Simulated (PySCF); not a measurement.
A run of PySCF 2.14.0:

The input run.py:

```python
import json
import numpy as np
from pyscf.pbc import gto, scf, dft, df
from pyscf.pbc.tools import pyscf_ase
from ase.io import read

atoms = read('GaH6N.cif')
cell = pyscf_ase.cell_from_ase(atoms)
cell.basis = 'def2-svp'
cell.exp_to_discard = 0
cell.precision = 1e-08
cell.max_memory = 2520  # MB
cell.verbose = 4
cell.build()

res = {}
kpts = cell.make_kpts([1, 1, 1])
mf = dft.KRKS(cell, kpts, xc='pbe0', exxdiv='ewald')
mf = mf.density_fit()
mf.with_df._cderi = 'cderi.h5'  # three-centre integrals saved by an earlier run on this cell, basis and mesh
mf.conv_tol = 1e-08
mf.max_cycle = 60

mf.kernel()
res.update(converged=bool(mf.converged), e_tot=mf.e_tot, nelec=cell.nelectron, nao=cell.nao, mesh=list(map(int, cell.mesh)), a=cell.lattice_vectors().tolist(), coords=cell.atom_coords().tolist(),
           mo_energy=[np.real(x).tolist() for x in mf.mo_energy], mo_occ=[np.real(x).tolist() for x in mf.mo_occ])
import h5py
print('fit functions by k pair:', sorted({v['0'].shape[0] for v in h5py.File(mf.with_df._cderi)['j3c'].values()}))
res.update(kpts=cell.get_scaled_kpts(kpts).tolist())
res['parts'] = {k: float(np.real(v)) for k, v in mf.scf_summary.items() if np.isscalar(v)}
json.dump(res, open('results.json', 'w'))
if not mf.converged:
    raise SystemExit('SCF not converged')

print('levels (eV)')
for i, kp in enumerate(res['kpts'][:40]):
    print('k %7.4f %7.4f %7.4f  ' % tuple(kp), ' '.join('%.3f' % (x * 27.211386) for x in res['mo_energy'][i][:27]))

# Mulliken populations
dm, s = np.asarray(mf.make_rdm1()), np.asarray(mf.get_ovlp())
sites = cell.aoslice_by_atom()[:, 2:]
tot = np.einsum('kij,kji->i', dm, s).real / len(kpts)
res['mulliken'] = [cell.atom_charge(i) - tot[a0:a1].sum() for i, (a0, a1) in enumerate(sites)]
print('Mulliken charges', np.round(res['mulliken'], 5))

from pyscf.pbc.gw.krgw_ac import KRGWAC
gw = KRGWAC(mf, frozen=10)
gw.fc = True
orbs = list(range(19, 25))
gw.kernel(orbs=orbs)
res['orbs'] = orbs
res['qp'] = np.asarray(gw.mo_energy).real.tolist()
res['done'] = True
json.dump(res, open('results.json', 'w'))
```

File GaH6N.cif:

```cif
data_GaH6N
_cell_length_a 13.00000000
_cell_length_b 12.00000000
_cell_length_c 13.00000000
_cell_angle_alpha 90.00000000
_cell_angle_beta 90.00000000
_cell_angle_gamma 90.00000000
_space_group_name_H-M_alt 'P1'
_space_group_name_Hall 'P 1'
_space_group_IT_number 1
loop_
_space_group_symop_operation_xyz
'x,y,z'
loop_
_atom_site_label
_atom_site_type_symbol
_atom_site_symmetry_multiplicity
_atom_site_Wyckoff_symbol
_atom_site_fract_x
_atom_site_fract_y
_atom_site_fract_z
_atom_site_occupancy
N1 N 1 a 0.4556384600 0.4964083300 0.4252115400 1
Ga1 Ga 1 a 0.5079846200 0.5219750000 0.5804192300 1
H1 H 1 a 0.4540076900 0.5694750000 0.3861500000 1
H2 H 1 a 0.3837846200 0.4636583300 0.4246884600 1
H3 H 1 a 0.5029923100 0.4433416700 0.3873423100 1
H4 H 1 a 0.4216461500 0.6062500000 0.6164269200 1
H5 H 1 a 0.6182153800 0.5705583300 0.5551346200 1
H6 H 1 a 0.5007384600 0.3972500000 0.6190807700 1
```

Potentials or basis: def2-svp (all-electron).

Run with:

```bash
$ OMP_NUM_THREADS=2 python -u run.py > log
```

Hardware: 2 threads of Intel(R) Xeon(R) Processor @ 2.50GHz (Skylake/Cascade Lake) (shared host).

How long does it take, and how much memory?

Wall time 40 s on 2 threads of Intel(R) Xeon(R) Processor @ 2.50GHz (Skylake/Cascade Lake), on a shared host, peak memory 1.9 GiB. Counts: scf iterations 8, basis 76, k points 1.
